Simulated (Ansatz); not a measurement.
# TaAs (I4_1md) in Ansatz: further runs

The runs below take TaAs through relaxation of cell and atoms, with PBEsol.

Program: Ansatz 0.2.0. These are calculated values, not measurements. Logs are shortened: lines on timing, memory, paths and dates and some standing lists are left out, and cuts for length are marked.

### Step 1. The structure

It takes space group I4_1md (No. 109, tetragonal). The conventional cell has a = 3.444 Å, b = 3.444 Å, c = 11.736 Å, α = 90.00°, β = 90.00°, γ = 90.00°. Ta (site symmetry 2mm) has 6 As at 2.61 to 2.62 Å as nearest neighbours. Around As (site symmetry 2mm) lie 6 Ta at 2.61 to 2.62 Å.

The cell is a database's computed one.

### Step 2. Relaxation of cell and atoms, PBEsol

input.yaml reads:

```yaml
crystal:
  lattice:
    - [-1.7218133622, 1.7218133622, 5.8679415361]
    - [1.7218133622, -1.7218133622, 5.8679415361]
    - [1.7218133622, 1.7218133622, -5.8679415361]
  atoms:
    - { symbol: Ta, position: [0.4999673, 0.4999673, 0.0] }
    - { symbol: Ta, position: [0.2499673, 0.7499673, 0.5] }
    - { symbol: As, position: [0.08263212, 0.08263212, 0.0] }
    - { symbol: As, position: [0.83263212, 0.33263212, 0.5] }
kpoints:
  mp_grid: { grid: [11, 11, 11] }
scf:
  occupations: { method: fermi_dirac, width: 0.05 }
hamiltonian:
  xc: pbesol
  pseudopotentials: { kind: all_electron, lapw: { basis_error: 0.002 } }
output:
  forces: true
  stress: true
relax:
  f_tol: 0.01
  max_steps: 60
  cell: {}
```

Potentials or basis: all-electron LAPW, scalar-relativistic.

The run is started by

```console
$ ansatz run input.yaml --threads 2 --pin off --max-ram 8192MiB --backend cpu --events-out ev --progress --plain --runs-dir out
```

Standard output:

```text
Warning: RAYON_NUM_THREADS=2 ignored (pool sized by the plan → 2); use --threads N
The last accepted step is kept in <dir> (removed where the run ends without a failure and the disk answers)
LAPW: plane waves up to 8.802 Å⁻¹, error target 2.0e-3 eV per atom; small_component_spin mean_spin; As in spheres of 1.207 Å, 23 of its electrons in bands, Dirac shells []; Ta in spheres of 1.326 Å, 43 of its electrons in bands, Dirac shells [] (how accurate: hamiltonian.pseudopotentials.lapw.basis_error, Limitations)
Engine: ansatz 0.2.0, x86_64-unknown-linux-gnu
Pseudopotentials: kind: all_electron
Pseudopotential: Ta, LAPW, valence charge 43, lapw/all_electron/scalar/gaussian/Ta, Koelling and Harmon's equation, gaussian nucleus
Pseudopotential: As, LAPW, valence charge 23, lapw/all_electron/scalar/gaussian/As, Koelling and Harmon's equation, gaussian nucleus
Functional definition: PBEsol
  exchange = pbesol_x
  correlation = pbesol_c
Crystal: 4 atoms, lattice volume = 69.585 Å³
Basis set: ecut = 295.15258777011616 eV, 781 PW (Γ), FFT grids on a1+a3, a2+a3, a3, exchange–correlation at level 2
Bands: 80, of which v1, the nominal top of the filled ones, is band 66 counted from 1 (65 counted from 0)
Symmetry: 8 space group operations
Space group: I41md (ITA 109), of the structure as read, at distance tolerance 4.1e-5 Å
k-points: 126 of 1331 (time reversal used)
Non-local potential: Ta, projectors of the file, none
Non-local potential: As, projectors of the file, none
Initial density: superposition of atomic densities (chi_scale 0.1, normalization cell, long waves kept (reshape's long-wave potential 0.00 eV rms))
Initial wavefunctions: plane waves of lowest kinetic energy (no species holds an atomic orbital)
Functional: x = pbesol(κ = 0.804, μ = 0.12345679012345678), c = pbesol(β = 0.046)
iter 1 solved again at ethr=5.94e-4 eV; its pass at ethr=1.00e-1 eV (dr2=7.84e-1 eV) is discarded
SCF iter   1: F=—  HF=-971851.234569 eV  |F-HF|=—  |Δ(HF+E_count)|=         —  Δρ=3.13e-2  dr2=7.85e-1  ethr=5.94e-4  ⟨swp⟩=2.1  Hψ=60756  notcnv=0
preconditioner: auto → Kerker (q_TF=auto, 3.036 Å⁻¹)  [metal: Δε(μ)=0.012 eV  Ē_g=27.492 eV  σ=0.050 eV  W_gap=0.06  n_scr=32 (ndim 8)  ℏωp=39.8 eV  f_vac=0.000  D(μ)=0.47/eV (n_scr^D=2)]
SCF iter   2: F=—  HF=-971850.892433 eV  |F-HF|=—  |Δ(HF+E_count)|=   3.42e-1  Δρ=1.68e-2  dr2=2.10e-1  ethr=5.94e-4  ⟨swp⟩=2.0  Hψ=30744  notcnv=0
SCF iter   3: F=—  HF=-971850.867684 eV  |F-HF|=—  |Δ(HF+E_count)|=   2.47e-2  Δρ=1.14e-2  dr2=1.12e-1  ethr=1.59e-4  ⟨swp⟩=2.0  Hψ=29020  notcnv=0
SCF iter   4: F=—  HF=-971850.845000 eV  |F-HF|=—  |Δ(HF+E_count)|=   2.27e-2  Δρ=5.47e-3  dr2=2.67e-2  ethr=8.47e-5  ⟨swp⟩=2.0  Hψ=28514  notcnv=0
iter 5 solved again at ethr=1.53e-6 eV; its pass at ethr=2.02e-5 eV (dr2=2.03e-3 eV) is discarded
SCF iter   5: F=—  HF=-971850.843768 eV  |F-HF|=—  |Δ(HF+E_count)|=   1.23e-3  Δρ=1.48e-3  dr2=2.03e-3  ethr=1.53e-6  ⟨swp⟩=2.0  Hψ=49474  notcnv=0
SCF iter   6: F=—  HF=-971850.842787 eV  |F-HF|=—  |Δ(HF+E_count)|=   9.80e-4  Δρ=8.60e-4  dr2=3.15e-4  ethr=1.53e-6  ⟨swp⟩=2.0  Hψ=29020  notcnv=0
[... 41 lines left out ...]
SCF iter   2: F=—  HF=-971850.861535 eV  |F-HF|=—  |Δ(HF+E_count)|=   6.46e-7  Δρ=8.66e-5  dr2=1.04e-5  ethr=9.64e-9  ⟨swp⟩=3.0  Hψ=30320  notcnv=0
iter 3 solved again at ethr=1.06e-10 eV; its pass at ethr=7.85e-9 eV (dr2=1.40e-7 eV) is discarded
SCF iter   3: F=—  HF=-971850.861530 eV  |F-HF|=—  |Δ(HF+E_count)|=   4.74e-6  Δρ=1.11e-5  dr2=1.40e-7  ethr=1.06e-10  ⟨swp⟩=2.0  Hψ=49474  notcnv=0
SCF iter   4: F=-971850.861530 eV  HF=-971850.861530 eV  |F-HF|=2.42e-8  |Δ(HF+E_count)|=   9.37e-8  Δρ=2.83e-6  dr2=3.75e-9  ethr=1.06e-10  ⟨swp⟩=2.0  Hψ=29020  notcnv=0
SCF 4 converged in 4 iterations: F = -971850.861530 eV  dr2 = 3.75e-9
relax step   4: F+E_penalty+E_count = -971850.86153000 eV  Δ(F+E_penalty+E_count) = -5.417e-5 eV  max|allowed force component| = 1.928e-3 eV/Å  Δτ_max = 0.0004 Å  P = +0.004 GPa  Ω = 68.098 Å³  (4 SCF iters, accepted)
iter 1 solved again at ethr=3.02e-12 eV; its pass at ethr=1.00e-1 eV (dr2=3.99e-9 eV) is discarded
SCF iter   1: F=—  HF=-971850.861534 eV  |F-HF|=—  |Δ(HF+E_count)|=         —  Δρ=3.87e-6  dr2=3.99e-9  ethr=2.79e-11 (applied; sched 3.02e-12)  ⟨swp⟩=5.0  Hψ=70987  notcnv=0  reapply=53
SCF iter   2: F=-971850.861534 eV  HF=-971850.861534 eV  |F-HF|=8.86e-8  |Δ(HF+E_count)|=   3.73e-9  Δρ=1.04e-6  dr2=1.24e-9  ethr=1.93e-11 (applied; sched 3.02e-12)  ⟨swp⟩=2.0  Hψ=29020  notcnv=0
SCF 5 converged in 2 iterations: F = -971850.861534 eV  dr2 = 1.24e-9
relax step   5: F+E_penalty+E_count = -971850.86153397 eV  Δ(F+E_penalty+E_count) = -3.973e-6 eV  max|allowed force component| = 1.900e-3 eV/Å  Δτ_max = 0.0000 Å  P = +0.005 GPa  Ω = 68.098 Å³  stress off target by 5.69e-3 GPa  SCF on the basis re-selected at this cell (its energy is not comparable with the rows above)  (2 SCF iters)
basis re-selected at this cell: Δ(F+E_penalty+E_count) = -3.973e-6 eV, ΔP = +0.000 GPa vs the last step (what re-selecting the basis moved, after the strain that the cell walked since its last selection, with what the two solves' SCF thresholds leave and, on support functions, any second-order correction that the steps lacked; it is no measure of the basis error at this ecutwfc). This SCF's stress stands 5.69e-3 GPa from its target on what of the cell is left free (relax.cell.stress_tol is 5.00e-2 GPa) and its largest allowed force component is 1.90e-3 eV/Å (relax.f_tol is 1.00e-2 eV/Å): within both
SCF converged after 2 iterations
Free energy (F): -971850.861534 eV
Harris-Foulkes:  -971850.861534 eV  (|F-HF|=8.86e-8)
Internal energy: -971850.856954 eV  (E = F + TS)
E sigma→0 (E₀):  -971850.859244 eV
Entropy (-TS):   -0.004580 eV (-1.145 meV/atom)
Fermi energy:    20.988922 eV
--- Per-component energies (eV) ---
  E_band       = -10660.616211
  E_kinetic    = 1073199.073293
  E_xc         = -21474.529166
  E_electrostatic = -2023575.401081  (all electrons and nuclei)
  E_smearing   = -0.004580  (= −TS)
  E_closure    = -0.000000  (closes the sum)
  E_atoms      = -971817.268303  (free atoms, spherical and without spin; not in F)
  Σ components = -971850.861534   (vs F -971850.861534, Δ=0.00e0)
  Basis errors (estimates in eV, not in F): energy 6.7e-4 per atom: plane waves 6.4e-4 (3.6e-4 summed), levels above the bands 9.4e-82, relativity 4.9e-8, radial functions 3.0e-5, core shells 1.8e-7; eigenvalues (radial functions only) 1.6e-6; not estimated: angular momenta, meshes, grids; target (lapw.basis_error) 2.0e-3; muffin-tin radii As 1.198 Å, Ta 1.317 Å
--- Forces (eV/Å), atoms counted from 1 ---
  atom   1  Ta     0.00000000     0.00000000    -0.00190311
  atom   2  Ta    -0.00000000    -0.00000000    -0.00190311
  atom   3  As     0.00000000     0.00000000     0.00189744
  atom   4  As     0.00000000     0.00000000     0.00189744
  max |Σ_I F_I| component: 1.13e-5 eV/Å
--- Stress (GPa, compression-positive) ---
        0.004009       0.000000      -0.000000
        0.000000       0.004009       0.000000
       -0.000000       0.000000       0.005690
  P = ⅓ Tr σ = 0.0046 GPa (0.046 kbar)
--- Relaxed structure (4 steps of the walk, 3 accepted, 1 SCFs on fresh bases) ---
  F+E_penalty+E_count = -971850.86153397 eV   max|allowed force component| = 1.900e-3 eV/Å   (the final SCF, on the basis selected at the relaxed cell)
  cell:  # Å, volume = 68.0983 Å³
    - [-1.7144734916761775, 1.7144734916761775, 5.791817627398029]
    - [1.7144734916761775, -1.7144734916761775, 5.791817627398029]
    - [1.7144734916761775, 1.7144734916761775, -5.791817627398029]
  atoms:
    - { symbol: Ta, position: [0.5003200179017898, 0.5003200179017898, -1.1858423714842848e-34] }
    - { symbol: Ta, position: [0.2503200179017899, 0.7503200179017897, 0.49999999999999994] }
    - { symbol: As, position: [0.08227940209821008, 0.08227940209821008, -2.762613356527603e-35] }
    - { symbol: As, position: [0.83227940209821, 0.33227940209820994, 0.49999999999999994] }
```

Wall time 4.5 min (2 threads of Intel Xeon 6975P-C (Granite Rapids), shared host); peak memory 1.3 GiB.

Results:

```yaml
Free_energy: -971850.8615 eV
Relaxed_volume: 17.02 Å³/atom
Relaxed_cell: a = 6.279 Å, b = 6.279 Å, c = 6.279 Å, α = 148.31°, β = 148.31°, γ = 45.43°
Space_group_after_relaxing_to_0.05_Å: I4_1md (No. 109)
Energy_gained_by_relaxing: 4.7 meV/atom
Ionic_steps: 4
Pressure_after_relaxing: 0.0 GPa
```

The path:
| step | energy change (eV) | largest force (eV/Å) | volume (Å³) |
| --- | --- | --- | --- |
| 1 | 0.0000 | 0.0217 | 69.59 |
| 2 | -0.0187 | 0.0024 | 68.17 |
| 3 | -0.0188 | 0.0019 | 68.10 |
| 4 | -0.0188 | 0.0019 | 68.10 |

Final structure:
```cif
data_structure
_symmetry_space_group_name_H-M 'P 1'
_symmetry_Int_Tables_number 1
_cell_length_a 6.2789
_cell_length_b 6.2789
_cell_length_c 6.2789
_cell_angle_alpha 148.308
_cell_angle_beta 148.308
_cell_angle_gamma 45.431
_cell_volume 68.10
loop_
_atom_site_label
_atom_site_type_symbol
_atom_site_fract_x
_atom_site_fract_y
_atom_site_fract_z
_atom_site_occupancy
Ta1 Ta 0.50032 0.50032 0.00000 1
Ta2 Ta 0.25032 0.75032 0.50000 1
As1 As 0.08228 0.08228 0.00000 1
As2 As 0.83228 0.33228 0.50000 1
```

Spin-orbit coupling is left out, which matters for the levels of Ta.

### Step 3. Relaxation of cell and atoms, PBEsol, target pressure 5 GPa, at which the enthalpy is minimised

Changes to input.yaml since step 2:

```diff
@@ -23,2 +23,2 @@
   max_steps: 60
-  cell: {}
+  cell: { p_target: 5 }
```

Potentials or basis: all-electron LAPW, scalar-relativistic.

The run is started by

```console
$ ansatz run input.yaml --threads 2 --pin off --max-ram 8192MiB --backend cpu --events-out ev --progress --plain --runs-dir out
```

Run time: 5.6 min. Hardware: 2 threads of Intel Xeon 6975P-C (Granite Rapids), shared host; peak memory 1.3 GiB.

The run converged. Its results:

| Property | Result |
| --- | --- |
| Free energy | -971850.8356 eV |
| Relaxed volume | 16.60 Å³/atom |
| Relaxed cell | a = 6.211 Å, b = 6.211 Å, c = 6.211 Å, α = 148.18°, β = 148.18°, γ = 45.62° |
| Space group after relaxing (to 0.05 Å) | I4_1md (No. 109) |
| Energy change on relaxing (the enthalpy is what falls) | +1.8 meV/atom |
| Ionic steps | 5 |
| Pressure after relaxing | 5.0 GPa |

The path:
| step | energy change (eV) | largest force (eV/Å) | volume (Å³) |
| --- | --- | --- | --- |
| 1 | 0.0000 | 0.0217 | 69.59 |
| 2 | -0.0004 | 0.0104 | 66.66 |
| 3 | 0.0078 | 0.0025 | 66.38 |
| 4 | 0.0071 | 0.0006 | 66.40 |
| 5 | 0.0071 | 0.0006 | 66.40 |

Final structure:
```
Ta As
1.0
    -1.70279    1.70279    5.72539
     1.70279   -1.70279    5.72539
     1.70279    1.70279   -5.72539
Ta As
2 2
Direct
  0.50050 0.50050 0.00000
  0.25050 0.75050 0.50000
  0.08210 0.08210 0.00000
  0.83210 0.33210 0.50000
```
